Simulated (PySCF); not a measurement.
# AsS with other numerical set-ups

The method stays; parts of the set-up, such as the basis or the Hamiltonian, are changed.

The runs use PySCF 2.14.0; each script names its method and basis.

2 further runs of the same task are left out: 2 that didn't finish.

**1. Where the work starts**

AsS: 2 atoms, charge 0, spin multiplicity 2.

Bond lengths: As1–S2 2.160 Å.

**2. Base script**

input.py

```python
from pyscf import gto, scf, mp

mol = gto.M(
    atom='As 0 0 0; S 0 0 2.16',
    basis='6-31g*',
    charge=0,
    spin=1,
    verbose=4,
)
mf = scf.UHF(mol)
mf.kernel()
mp.MP2(mf, frozen=14).kernel()
mf.dip_moment()
print('orbital energies (hartree):', [e[max(0, n-3):n+3].round(4) for e, n in zip(mf.mo_energy, mol.nelec)])
```

Started as:

```sh
python input.py
```

Its log is not repeated here.

In short: E(SCF) = -2631.399693 Eh, E(MP2) − E(SCF) = -0.36621 Eh, ⟨S²⟩ = 0.769, μ = 2.73 D (of the SCF density).

The bond length is a typed value, not an optimised one.

**3. Cc-pvdz**

Run 1 changes basis set: 6-31g* → cc-pvdz.

input.py

```python
from pyscf import gto, scf, mp

mol = gto.M(
    atom='As 0 0 0; S 0 0 2.16',
    basis='cc-pvdz',
    charge=0,
    spin=1,
    verbose=4,
)
mf = scf.UHF(mol)
mf.kernel()
mp.MP2(mf, frozen=14).kernel()
mf.dip_moment()
print('orbital energies (hartree):', [e[max(0, n-3):n+3].round(4) for e, n in zip(mf.mo_energy, mol.nelec)])
```

Started as:

```sh
python input.py
```

**4. Spin-free X2C on**

Run 2 changes spin-free X2C: off → on.

input.py, as its differences from that of step 2:

```diff
@@ -10,2 +10,3 @@
 mf = scf.UHF(mol)
+mf = mf.sfx2c1e()
 mf.kernel()
```

**5. Cc-pvdz-dk (X2C on)**

Run 3 changes basis set: 6-31g* → cc-pvdz-dk; spin-free X2C: off → on.

input.py, as its differences from that of step 2:

```diff
@@ -4,3 +4,3 @@
     atom='As 0 0 0; S 0 0 2.16',
-    basis='6-31g*',
+    basis='cc-pvdz-dk',
     charge=0,
@@ -10,2 +10,3 @@
 mf = scf.UHF(mol)
+mf = mf.sfx2c1e()
 mf.kernel()
```

Before running it: what results should come out? Wanted: for each run, E(SCF); from base; gap, α spin; SCF dipole; after the SCF.

As calculated:

```
                run  E(SCF) (hartree)  from base (eV)  cycles  gap, α spin (eV)  SCF dipole (D)  functions                           after the SCF
               base      -2631.399693               0      16              7.77            2.73         50  MP2 correlation -9.965 eV, core frozen
            cc-pvdz      -2631.687212         -7.8238      16              7.85            2.59         45  MP2 correlation -6.504 eV, core frozen
   spin-free X2C on      -2651.795454       -554.9969      16              7.79            2.74         50  MP2 correlation -9.973 eV, core frozen
cc-pvdz-dk (X2C on)      -2657.528776  not comparable      15              7.86            2.66         45  MP2 correlation -6.568 eV, core frozen
```

What this shows: The largest comparable shift of the SCF energy, -554.997 eV, comes with the run “spin-free X2C on”. cc-pvdz (45 functions) gives an energy 7.82 eV lower than 6-31g* (50); size alone doesn't order basis sets of different families. Scalar relativity lowers the total energy by 555.00 eV, nearly all of it in the inner shells; a basis contracted without relativity catches only part of it.
